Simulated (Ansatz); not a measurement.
Predict the output of the script below (the Python package of Ansatz (0.2.0)).

`transition.py`
```python
'''Pressure at which two phases of Y cross.'''

import ansatz as az
import numpy as np


def hcp(first, a):
    return (
        az.Lattice.from_parameters(a, a, 1.633 * a, alpha=90, beta=90, gamma=120)
        .space_group(194)
        .atom(first, [1 / 3, 2 / 3, 0.25])
    )


def sc(A, a):
    return (
        az.Lattice.cubic(a)
        .space_group(221)
        .atom(A, [0, 0, 0])
    )


def compute(name, crystal, pressure=0.0):
    calc = (
        crystal.calculation()
        .functional('LDA')
        .basis(470, xc_grid=3)
        .scf(max_iterations=100, extra_bands=2)
        .kpoints(spacing=0.3)
        .occupations('cold', width=0.1)
    )
    calc = calc.relax(force_tolerance=0.03, cell=True, pressure=pressure)
    return calc.run(threads=1)


def volume_per_atom(outcome):
    return abs(np.linalg.det(outcome.lattice.cell_ang)) / len(outcome.lattice.sites)


def main() -> None:
    phases = {}
    phases['hcp'] = hcp('Y', 3.6)
    phases['sc'] = sc('Y', 3.31)

    # H = E + PV, with 1 eV per cubic angstrom equal to 160.2 GPa
    pressures = [0, 20, 40, 60]
    enthalpy, volume = {name: [] for name in phases}, {name: [] for name in phases}
    for p in pressures:
        for name, crystal in phases.items():
            o = compute(name, crystal, pressure=p)
            volume[name].append(volume_per_atom(o))
            enthalpy[name].append(o.report['energy_sigma0_ev'] / len(o.lattice.sites) + p * volume[name][-1] / 160.21766)
    gap = np.array(enthalpy['sc']) - np.array(enthalpy['hcp'])
    rows = [(p, va, vb, 1000 * d) for p, va, vb, d in zip(pressures, volume['hcp'], volume['sc'], gap)]
    print('| P (GPa) | V hcp (A^3/atom) | V sc (A^3/atom) | H(sc) - H(hcp) (meV/atom) |')
    print('| --- | --- | --- | --- |')
    for row in rows:
        print(f'| {row[0]:d} | {row[1]:.3f} | {row[2]:.3f} | {row[3]:+.1f} |')
    crossings = [p0 - g0 * (p1 - p0) / (g1 - g0) for p0, p1, g0, g1 in zip(pressures, pressures[1:], gap, gap[1:]) if g0 * g1 < 0]
    print('crossing near', [round(float(p), 1) for p in crossings], 'GPa') if crossings else print('no crossing in this range')


if __name__ == '__main__':
    main()
```

```console
$ python transition.py
| P (GPa) | V hcp (A^3/atom) | V sc (A^3/atom) | H(sc) - H(hcp) (meV/atom) |
| --- | --- | --- | --- |
| 0 | 30.112 | 30.857 | +781.7 |
| 20 | 22.488 | 21.761 | +754.7 |
| 40 | 18.974 | 18.464 | +659.6 |
| 60 | 16.752 | 16.767 | +626.6 |
no crossing in this range
```

These settings explore the input space; cutoff and mesh may be short of convergence. At a fixed pressure a relaxation lowers the enthalpy F + PV, while F alone can rise. For the metals among these phases the mesh is modest: differences between phases can be off by up to 40 meV an atom. Only these two structures are compared, at zero temperature and with their symmetry kept; either may be hypothetical, and another phase may be lower than both. Differences under about 40 meV an atom lie within the error of mesh and functional. The cells are prototypes set up for this calculation and needn't exist. Wall time of the script: 52 s on 1 thread of Arm Neoverse V1 (shared host), peak memory 0.42 GiB.
